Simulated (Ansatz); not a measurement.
**CH6BNO: up Jacob's ladder to CCSD(T)**

Aim: compute CH6BNO with functionals from several rungs and with coupled cluster, and see how far each lands from CCSD(T) at the basis-set limit for the atomisation energy.

Method: functionals in def2-TZVPP, the program's frozen cores in correlated methods; program: Ansatz 0.2.0, Gaussian basis.

Levels to be run: LDA (SPW92), PBE-D4, revPBE-D4, BLYP-D4, r2SCAN-D4, B97M-V, PBE0-D4, B3LYP-D4, r2SCANh-D4, r2SCAN0-D4, HSE06-D4, BHLYP-D4, CAM-B3LYP-D4, LC-ωPBE, ωB97X-V, ωB97M-V, B2PLYP, PBE-QIDH; CCSD(T)/def2-SVP; CCSD(T)/def2-TZVPP; MP2/def2-QZVPP; extrapolation to the limit; RPA on PBE.

## 1. Structure used throughout

An earlier PBE0-D4 in a triple-zeta def2 set relaxation fixed the geometry.

SMILES `NCBO`, 10 atoms, charge 0, spin multiplicity 1.

Atoms are counted from 1 here; the program's logs count them from 0.

Bond lengths: N1–C2 1.481 Å, N1–H5 1.013 Å, N1–H6 1.014 Å, C2–B3 1.567 Å, C2–H7 1.093 Å, C2–H8 1.093 Å, B3–O4 1.357 Å, B3–H9 1.208 Å, O4–H10 0.960 Å. Angles: C2–N1–H5 110.4°, C2–N1–H6 110.6°, H5–N1–H6 106.8°, N1–C2–B3 107.1°, N1–C2–H7 108.1°, N1–C2–H8 107.9°, B3–C2–H7 113.1°, B3–C2–H8 113.6°, H7–C2–H8 106.9°, C2–B3–O4 119.4°, C2–B3–H9 120.9°, O4–B3–H9 119.4°, B3–O4–H10 113.3°.

## 2. LDA

This LDA is Slater exchange with PW92 correlation.

in.yaml reads:

```yaml
crystal:
  periodic: [false, false, false]
  atoms:
    - {symbol: N, position_ang: [-1.414013, -0.250023, -0.623787]}
    - {symbol: C, position_ang: [-0.269685, -0.840125, 0.108160]}
    - {symbol: B, position_ang: [0.692954, 0.337564, 0.484256]}
    - {symbol: O, position_ang: [1.835406, 0.517590, -0.226142]}
    - {symbol: H, position_ang: [-1.090510, 0.234282, -1.453230]}
    - {symbol: H, position_ang: [-1.888645, 0.436993, -0.048894]}
    - {symbol: H, position_ang: [0.199117, -1.587188, -0.538103]}
    - {symbol: H, position_ang: [-0.665973, -1.375033, 0.975499]}
    - {symbol: H, position_ang: [0.378319, 1.154072, 1.316722]}
    - {symbol: H, position_ang: [2.306231, 1.320669, 0.008319]}
basis:
  gaussian: {orbitals: def2-TZVPP}
hamiltonian: {xc: lda}
output: {orbitals: {seedname: orbitals}}
```

Further steps of the session: PBE-D4 (GGA); revPBE-D4 (GGA); BLYP-D4 (GGA); r2SCAN-D4 (meta-GGA); B97M-V (meta-GGA); PBE0-D4 (hybrid); B3LYP-D4 (hybrid); r2SCANh-D4 (hybrid); r2SCAN0-D4 (hybrid); HSE06-D4 (hybrid); BHLYP-D4 (hybrid); CAM-B3LYP-D4 (range-separated); LC-ωPBE (range-separated); ωB97X-V (range-separated); ωB97M-V (range-separated); B2PLYP (double hybrid); PBE-QIDH (double hybrid); CCSD(T) in def2-SVP; CCSD(T) in def2-TZVPP; MP2 in def2-QZVPP; RPA on PBE orbitals.

Before running them: what should the planned runs give, taken together? Wanted: atomisation energy, CCSD(T)/CBS; farthest beyond LDA; mean size of error, GGA; mean size of error, meta-GGA; mean size of error, hybrid; mean size of error, range-separated; mean size of error, double hybrid; gap, smallest and largest; T1 diagnostic.

The runs gave:

```
                               quantity                                                                          value
        atomisation energy, CCSD(T)/CBS                                                                      39.094 eV
    functionals within 0.195 eV (0.5 %)  revPBE-D4, r2SCAN-D4, B97M-V, PBE0-D4, r2SCANh-D4, HSE06-D4, LC-ωPBE, ωB97X-V
                    farthest beyond LDA                                                           BHLYP-D4 (-1.059 eV)
                mean size of error, GGA                                                                       0.428 eV
           mean size of error, meta-GGA                                                                       0.085 eV
             mean size of error, hybrid                                                                       0.380 eV
    mean size of error, range-separated                                                                       0.193 eV
      mean size of error, double hybrid                                                                       0.252 eV
              gap, smallest and largest                                      4.00 eV (LDA (SPW92)), 11.52 eV (LC-ωPBE)
                          T1 diagnostic                                                                         0.0127
triples share of the correlation energy                                                                          3.6 %
```

LDA overbinds by 5.864 eV (15 %). PBE-D4 is off by +0.957 eV. Double hybrids carry the basis error of their MP2 part in triple zeta, and no dispersion term here, so their miss is partly the set-up's. The rungs meta-GGA, range-separated miss on average by less than the doubt on the reference (0.195 eV), so they tie. The reference freezes the cores and leaves out relativity and excitations past (T), so misses under about 0.195 eV can't be ranked. Hartree-Fock recovers 72 % of the binding; the rest is correlation. CCSD(T) in def2-SVP is off by -2.040 eV, more than most functionals: a good method in a small basis is no reference. Orbital gaps span 4.0 to 11.5 eV; exact exchange widens them.
